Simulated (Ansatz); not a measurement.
**BrH3OSn: single point from an input written key by key**

Wanted for BrH3OSn: a single point from an input written key by key. SMILES: [OH][SnH2][Br].

All numbers are computed with the Python package of Ansatz 0.2.0. Level of theory: r2SCAN/def2-SVP.

**1. Starting point**

Bond lengths: O1–Sn2 1.958 Å, Sn2–Br3 2.492 Å, O1–H4 1.018 Å, Sn2–H5 1.763 Å, Sn2–H6 1.760 Å. Angles: O1–Sn2–Br3 107.2°, O1–Sn2–H5 109.9°, O1–Sn2–H6 110.9°, Br3–Sn2–H5 109.5°, Br3–Sn2–H6 109.9°, H5–Sn2–H6 109.4°, Sn2–O1–H4 99.7°.

The script holds or builds the structure itself.

**2. Script**

File run_deck.py:

```python
"""Run BrH3OSn from an input written out key by key."""

import ansatz as az
import numpy as np

deck = {
    "crystal": {
        "periodic": [False, False, False],
        "atoms": [
            {"symbol": "O", "position_ang": [-1.2245, -0.9132, -0.5022]},
            {"symbol": "Sn", "position_ang": [0.2995, 0.146, 0.122]},
            {"symbol": "Br", "position_ang": [2.0544, -1.4567, 0.871]},
            {"symbol": "H", "position_ang": [-1.8462, -0.1619, -0.7958]},
            {"symbol": "H", "position_ang": [0.9269, 1.1296, -1.1996]},
            {"symbol": "H", "position_ang": [-0.1681, 1.1921, 1.4584]},
        ],
    },
    "basis": {"gaussian": {"orbitals": "def2-SVP"}},
    "hamiltonian": {"xc": "r2scan"},
    "output": {"forces": True},
}
session = az.Session.from_dict(deck)
report = session.plan(threads=1).execute().report

for key in ("converged", "free_energy_ev", "reference_energy_ev", "n_frozen", "n_occupied", "n_virtual"):
    print(f"{key:22s} {report[key]}")
symbols = ["O", "Sn", "Br", "H", "H", "H"]

print("forces (eV/A)")
for symbol, f in zip(symbols, report["forces_ev_ang"]):
    print(f"  {symbol:2s} {f[0]:9.4f} {f[1]:9.4f} {f[2]:9.4f}")
charges = report["charge_distribution"]
print("dipole moment", round(4.803205 * float(np.linalg.norm(charges["dipole_moment_e_ang"])), 3), "D")
print("Mulliken:", [(s, round(q, 3)) for s, q in zip(symbols, charges["mulliken_charges_e"])])
```

**3. Running it**

The run is started by

```console
> python run_deck.py
```

Without the output at hand: what should come out? Wanted: total energy; largest force; dipole moment.

As calculated:

| quantity | value |
| --- | --- |
| total energy | -77965.2173 eV |
| largest force | 2.336 eV/Å |
| dipole moment | 3.12 D |

Forces reach 2.34 eV/Å, so the atoms aren't at rest. Notes:
- The geometry is a force-field or estimated start, not a minimum of this method, and the basis set is short of its limit.
- def2 sets replace the cores of elements past krypton by effective core potentials.
